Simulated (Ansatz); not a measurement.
# C₃H₁₀BFOSi: vertical ionisation energy

The task here is to estimate one member of a computed series from the others.

Program: Ansatz 0.2.0, Gaussian basis. Level of theory: unrestricted cation, the program's frozen cores in correlated methods. These are calculated values, not measurements.

The runs, in order: UKS PBE-D4/def2-TZVPP; UKS r2SCAN-D4/def2-TZVPP; UKS PBE0-D4/def2-TZVPP; UKS B3LYP-D4/def2-TZVPP; UKS wB97X-V/def2-TZVPP; UKS wB97M-V/def2-TZVPP; UKS B2PLYP/def2-TZVPP; UHF-CCSD(T)/def2-TZVPP; UHF-MP2/def2-QZVPP; extrapolation to the limit; then −ε(HOMO) from the neutral's earlier runs with LDA (SPW92), PBE-D4, revPBE-D4, BLYP-D4, r2SCAN-D4, B97M-V, PBE0-D4, B3LYP-D4, r2SCANh-D4, r2SCAN0-D4, HSE06-D4, BHLYP-D4, CAM-B3LYP-D4, LC-ωPBE, ωB97X-V, ωB97M-V.

### The geometry

All runs share one geometry, relaxed beforehand with PBE0-D4 in a triple-zeta def2 set.

SMILES `C[Si](C)(C)OBF`, 17 atoms, charge 0, spin multiplicity 1.

Atoms are counted from 1 here; the program's logs count them from 0.

Bond lengths: C1–Si2 1.863 Å, C1–H8 1.093 Å, C1–H9 1.093 Å, C1–H10 1.094 Å, Si2–C3 1.860 Å, Si2–C4 1.863 Å, Si2–O5 1.680 Å, C3–H11 1.093 Å, C3–H12 1.093 Å, C3–H13 1.093 Å, C4–H14 1.093 Å, C4–H15 1.093 Å, C4–H16 1.094 Å, O5–B6 1.334 Å, B6–F7 1.339 Å, B6–H17 1.196 Å. Angles: Si2–C1–H8 110.9°, Si2–C1–H9 111.1°, Si2–C1–H10 110.8°, H8–C1–H9 108.2°, H8–C1–H10 108.0°, H9–C1–H10 107.8°, C1–Si2–C3 111.5°, C1–Si2–C4 111.4°, C1–Si2–O5 108.5°, C3–Si2–C4 111.5°, C3–Si2–O5 105.3°, C4–Si2–O5 108.5°, Si2–C3–H11 110.9°, Si2–C3–H12 110.9°, Si2–C3–H13 110.9°, H11–C3–H12 108.0°, H11–C3–H13 108.0°, H12–C3–H13 107.9° and more.

Set-up of the first run:

Contents of in.yaml:

```yaml
crystal:
  periodic: [false, false, false]
  atoms:
    - {symbol: C, position_ang: [-1.493439, 0.759705, -0.730970]}
    - {symbol: Si, position_ang: [0.038991, -0.159476, -0.205250]}
    - {symbol: C, position_ang: [0.873976, -0.977062, -1.651780]}
    - {symbol: C, position_ang: [-0.334566, -1.382821, 1.148818]}
    - {symbol: O, position_ang: [1.153928, 0.954474, 0.377093]}
    - {symbol: B, position_ang: [1.146382, 1.833109, 1.380683]}
    - {symbol: F, position_ang: [0.072655, 1.949708, 2.171358]}
    - {symbol: H, position_ang: [-1.950763, 1.273068, 0.118315]}
    - {symbol: H, position_ang: [-1.261692, 1.505621, -1.495553]}
    - {symbol: H, position_ang: [-2.234380, 0.072317, -1.148466]}
    - {symbol: H, position_ang: [0.221651, -1.727459, -2.106450]}
    - {symbol: H, position_ang: [1.131009, -0.243559, -2.419924]}
    - {symbol: H, position_ang: [1.795340, -1.475258, -1.340261]}
    - {symbol: H, position_ang: [0.574452, -1.889838, 1.482463]}
    - {symbol: H, position_ang: [-0.783107, -0.884624, 2.011707]}
    - {symbol: H, position_ang: [-1.034268, -2.147031, 0.799231]}
    - {symbol: H, position_ang: [2.083841, 2.539126, 1.608996]}
basis:
  gaussian: {orbitals: def2-TZVPP}
total_charge: 1
magnetization: {spin_polarized: true, initial_magnetization: 1}
hamiltonian: {xc: pbe, dispersion: d4}
```

Steps of the session up to this table: Cation, UKS PBE-D4/def2-TZVPP; Cation, UKS r2SCAN-D4/def2-TZVPP; Cation, UKS PBE0-D4/def2-TZVPP; Cation, UKS B3LYP-D4/def2-TZVPP; Cation, UKS wB97X-V/def2-TZVPP; Cation, UKS wB97M-V/def2-TZVPP; Cation, UKS B2PLYP (frozen core)/def2-TZVPP; Cation, UHF-CCSD(T)/def2-TZVPP; Cation, UHF-MP2/def2-QZVPP.

One table of the session follows, with a row left open; its other results are not shown here.

It belongs to the step «Ionisation energies side by side». Orbital estimates, from the neutral's runs:

| functional | −ε(HOMO) (eV) |
| --- | --- |
| LDA (SPW92) | 7.28 |
| PBE-D4 | 7.16 |
| revPBE-D4 | 7.10 |
| BLYP-D4 | 7.06 |
| r2SCAN-D4 | 7.46 |
| B97M-V | 7.55 |
| PBE0-D4 | 8.53 |
| B3LYP-D4 | 8.32 |
| r2SCANh-D4 | 7.96 |
| r2SCAN0-D4 | 8.73 |
| HSE06-D4 | 8.13 |
| BHLYP-D4 | 9.82 |
| CAM-B3LYP-D4 | 9.94 |
| LC-ωPBE | 11.28 |
| ωB97X-V | 10.94 |
| ωB97M-V | ? |

Q: Estimate the row for ωB97M-V from the others.

As computed: −ε(HOMO) (eV): 10.80. In the column «−ε(HOMO) (eV)» it lies between CAM-B3LYP-D4 (9.94) and ωB97X-V (10.94).

To keep in mind: The cation may have settled in a state other than its lowest; no search over hole states beyond the program's own was made.
